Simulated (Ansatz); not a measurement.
**BF (SMILES [B]F) at CAM-B3LYP/STO-3G**

Aim: the electronic atomisation energy of BF at CAM-B3LYP/STO-3G, from 3 runs. 

The calculation is run with Ansatz 0.2.0.

35 further runs of the same task are left out: 1 that didn't finish, 34 set aside as unsound or not needed.

### Step 1. The structure to begin with

BF has 2 atoms, charge 0, and is taken as a singlet. As SMILES, `[B]F`. The coordinates come from a PBE0-D4/def2-TZVP relaxation.

Bond lengths: B1–F2 1.263 Å.

### Step 2. A single-point energy at CAM-B3LYP/STO-3G

in.yaml

```yaml
crystal:
  periodic: [false, false, false]
  atoms:
    - {symbol: B, position_ang: [0.000000, -0.000000, -0.009350]}
    - {symbol: F, position_ang: [-0.000000, 0.000000, 1.253740]}
basis:
  gaussian:
    orbitals: STO-3G
hamiltonian:
  xc: {name: CAM-B3LYP}
accuracy: high
```

The run is started by

```bash
ansatz run in.yaml --threads 1 --pin off --max-ram 3480MiB --events-out events.jsonl --progress --plain --runs-dir runs
```

Standard output:

```text
Warning: RAYON_NUM_THREADS=1 ignored (pool sized by the plan → 1); use --threads N
Functional definition: CAM-B3LYP
  name "CAM-B3LYP"
  parameter alpha = 0.19
  parameter beta = 0.46
  parameter omega = 0.33/bohr
  parameter ac = 0.81
  exchange = (1 - alpha - beta)*b88_x + beta*b88_x_sr(omega) + alpha*exact_x + beta*exact_x_lr(omega)
  correlation = (1 - ac)*vwn5_c + ac*lyp_c
149 factors; integrals over basis functions are off by at most 3.9e-8 eV
92 factors; integrals over basis functions are off by at most 8.2e-10 eV
mean field evaluation 1: about -3341.8590 eV, gradient 5.2e0 eV
mean field evaluation 2: about -3341.9153 eV, gradient 3.7e0 eV
mean field evaluation 4: about -3341.9518 eV, gradient 6.1e-2 eV
mean field evaluation 8: about -3341.9418 eV, gradient 6.6e-4 eV
mean field -3341.94177668 eV, -122.8140950435 hartree, gradient 6.2e-9 eV, S^2 0.000000; 0 other end points of the search recorded, 0 dependent functions left out
reference -3341.94178549 eV, -122.8140953671 hartree; 7, 7 occupied and 3, 3 virtual orbitals, 149 factors
Total energy: -3341.94178549 eV, -122.8140953671 hartree
```

Wall time 0.24 s (1 thread of Intel Xeon 6975P-C (Granite Rapids), shared host).

### Step 3. The B atom, same level

job.yaml

```yaml
crystal:
  periodic: [false, false, false]
  atoms:
    - {symbol: B, position_ang: [0.000000, 0.000000, 0.000000]}
basis:
  gaussian:
    orbitals: STO-3G
accuracy: high
hamiltonian:
  xc: {name: CAM-B3LYP}
magnetization:
  spin_polarized: true
  initial_magnetization: 1
```

Run the same way, it converges to -24.25659 Eh (log not shown).

### Step 4. The F atom, same level

input.yaml

```yaml
crystal:
  periodic: [false, false, false]
  atoms:
    - {symbol: F, position_ang: [0.000000, 0.000000, 0.000000]}
basis:
  gaussian:
    orbitals: STO-3G
hamiltonian:
  xc: {name: CAM-B3LYP}
accuracy: high
magnetization:
  spin_polarized: true
  initial_magnetization: 1
total_charge: 0
```

Run the same way, it converges to -98.23985 Eh (log not shown).

### Step 5. Results

At CAM-B3LYP/STO-3G:

| quantity | value |
| --- | --- |
| molecule: total energy | -122.81410 Eh |
| B atom: total energy | -24.25659 Eh |
| B atom: ⟨S²⟩ | 0.750 |
| F atom: total energy | -98.23985 Eh |
| F atom: ⟨S²⟩ | 0.750 |
| electronic atomisation energy | 8.644 eV |

**Reading.** Taking the molecule apart into free atoms costs 8.64 eV (199 kcal/mol), before zero-point energy and without spin-orbit coupling. In a minimal basis such a difference can be off by several eV, whatever the method.
